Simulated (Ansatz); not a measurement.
**CH4BNSTe: basis-set convergence**

The task here is to estimate one member of a computed series from the others.

The runs use Ansatz 0.2.0, Gaussian basis; one geometry, several basis sets.

The runs, in order: PBE0-D4/def2-SVP; ωB97M-V/def2-SVP; PBE0-D4/def2-QZVPP; ωB97M-V/def2-QZVPP; the functionals' def2-TZVPP values are taken from earlier runs.

### The geometry

The geometry comes from an earlier relaxation with PBE0-D4 in a triple-zeta def2 set; it is a stationary point, not always the lowest conformer. Te takes the def2 core potential; no spin-orbit term is included.

SMILES `C=NB(S)[TeH]`, 9 atoms, charge 0, spin multiplicity 1.

Atoms are counted from 1 here; the program's logs count them from 0.

Bond lengths: C1–N2 1.245 Å, C1–H6 1.097 Å, C1–H7 1.094 Å, N2–B3 1.373 Å, B3–S4 1.816 Å, B3–Te5 2.174 Å, S4–H8 1.342 Å, Te5–H9 1.656 Å. Angles: N2–C1–H6 122.4°, N2–C1–H7 120.9°, H6–C1–H7 116.8°, C1–N2–B3 152.7°, N2–B3–S4 119.2°, N2–B3–Te5 120.2°, S4–B3–Te5 120.5°, B3–S4–H8 97.4°, B3–Te5–H9 94.0°.

Set-up of the first run:

Input file in.yaml:

```yaml
crystal:
  periodic: [false, false, false]
  atoms:
    - {symbol: C, position_ang: [1.339618, 1.042146, -0.771913]}
    - {symbol: N, position_ang: [0.443269, 0.193215, -0.609841]}
    - {symbol: B, position_ang: [-0.318572, -0.642645, 0.168889]}
    - {symbol: S, position_ang: [0.229462, -2.354274, 0.427535]}
    - {symbol: Te, position_ang: [-2.203273, 0.051745, 1.001372]}
    - {symbol: H, position_ang: [1.937865, 1.430959, 0.061072]}
    - {symbol: H, position_ang: [1.563976, 1.438349, -1.766567]}
    - {symbol: H, position_ang: [-0.844669, -2.778429, 1.110502]}
    - {symbol: H, position_ang: [-2.059176, 1.572736, 0.361950]}
basis:
  gaussian: {orbitals: def2-SVP}
hamiltonian: {xc: pbe0, dispersion: d4}
output: {orbitals: {seedname: orbitals}}
```

Steps of the session up to this table: PBE0-D4 in def2-SVP; ωB97M-V in def2-SVP; PBE0-D4 in def2-QZVPP; ωB97M-V in def2-QZVPP.

One table of the session follows, with a row left open; its other results are not shown here.

It belongs to the step «Functionals by basis». 

| functional | basis | HOMO (eV) |
| --- | --- | --- |
| PBE0-D4 | def2-SVP | -6.28 |
| PBE0-D4 | def2-TZVPP | -6.38 |
| PBE0-D4 | def2-QZVPP | -6.40 |
| ωB97M-V | def2-SVP | ? |
| ωB97M-V | def2-TZVPP | -8.42 |
| ωB97M-V | def2-QZVPP | -8.45 |

Estimate the missing values for ωB97M-V, def2-SVP.

**Answer.** HOMO (eV): -8.29. In the column «HOMO (eV)» it lies between ωB97M-V, def2-TZVPP (-8.42) and PBE0-D4, def2-QZVPP (-6.40).
